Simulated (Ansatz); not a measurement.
**GeNH₃+ (quartet): from Hartree-Fock to the top rungs, cc-pVDZ**

The task here is to estimate one member of a computed series from the others.

Program: Ansatz 0.2.0, Gaussian basis. Level of theory: cc-pVDZ, core rule «outside noble gas», up to 15 orbitals frozen. These are calculated values, not measurements.

The runs, in order: UHF; CCSD(T) on ROHF; CCSD(T) on UHF; BCCD(T) on ROHF; CISD; CCSDT(Q) on ROHF; CCSDT(Q) on UHF; CASSCF and MRCISD+Q, 11 electrons in 11 orbitals; CASSCF and NEVPT2, 11 electrons in 11 orbitals.

20 further runs of the same task are left out: 1 for a known fault of the program, 8 that didn't finish, 11 set aside as unsound or not needed.

**The geometry**

The geometry is a PBE0/def2-TZVP stationary point (not a proven minimum) of the parent state, kept for this charge and spin. No spin-orbit coupling is included. The filled d shell of Ge may be among the frozen orbitals whatever the setting's name suggests; the logs give the count.

5 atoms, charge 1, spin multiplicity 4.

Atoms are counted from 1 here; the program's logs count them from 0.

Bond lengths: Ge1–N2 1.848 Å, Ge1–H3 1.560 Å, N2–H4 1.011 Å, N2–H5 1.011 Å. Angles: N2–Ge1–H3 112.8°, Ge1–N2–H4 116.0°, Ge1–N2–H5 116.0°, H4–N2–H5 109.5°.

The first run:

File in.yaml:

```yaml
crystal:
  periodic: [false, false, false]
  atoms:
    - {symbol: Ge, position_ang: [0.000000, 0.044402, 0.330415]}
    - {symbol: N, position_ang: [0.000000, -0.159538, -1.505832]}
    - {symbol: H, position_ang: [0.000001, -1.318371, 1.090661]}
    - {symbol: H, position_ang: [0.825986, 0.167726, -1.988690]}
    - {symbol: H, position_ang: [-0.825986, 0.167724, -1.988690]}
basis:
  gaussian: {orbitals: cc-pVDZ}
total_charge: 1
magnetization: {spin_polarized: true, initial_magnetization: 3}
hamiltonian: {xc: hf}
output: {orbitals: {seedname: orbitals}}
```

Started as:

```
> ansatz run in.yaml --threads 1 --pin off --events-out ev --progress --plain --max-ram 2393MiB
```

Among the steps run: UHF; CCSD(T) on ROHF; CCSD(T) on UHF; BCCD(T) on ROHF; CISD; CCSDT(Q) on ROHF; CCSDT(Q) on UHF; CASSCF and MRCISD+Q, 11 electrons in 11 orbitals; CASSCF and NEVPT2, 11 electrons in 11 orbitals.

One of the session's tables, all rows but one given; the rest of the session is left out.

| method | from UCCSDT(Q) (kcal/mol) |
| --- | --- |
| ROHF | +144.77 |
| UHF | +141.03 |
| RMP2 | +23.51 |
| UMP2 | +23.19 |
| RCCSD | +3.81 |
| UCCSD | +3.46 |
| RCCSD(T) | +0.97 |
| UCCSD(T) | +0.67 |
| BCCD(T) | +0.97 |
| RCCSDT | +0.48 |
| UCCSDT | +0.17 |
| RCCSDT(Q) | +0.31 |
| UCCSDT(Q) | 0 |
| CASSCF valence | +87.62 |
| NEVPT2 valence | +21.12 |
| MRCISD valence | +5.10 |
| MRCISD+Q valence | ? |

Estimate the missing values for MRCISD+Q valence.

As computed: from UCCSDT(Q) (kcal/mol): +0.79. In the column «from UCCSDT(Q) (kcal/mol)» it lies between UCCSD(T) (+0.67) and RCCSD(T) (+0.97).

Among the levels timed on like hardware and quicker than the yardstick, those that no quicker one beats, quickest first: UCCSD(T) (3.2 s, +0.67 kcal/mol).

Not comparable, so not listed: CISD (they don't share determinant, frozen orbitals or solution with the rows shown, or repeat one).

Caveats from the session: Of the multireference levels listed MRCISD+Q valence comes nearest in total energy (+0.79 kcal/mol), which doesn't show that its space is the better one. Restricted and unrestricted rows rest on different reference determinants; where their highest levels disagree by more than a few hundredths of an eV, they describe different states and don't form one ladder.
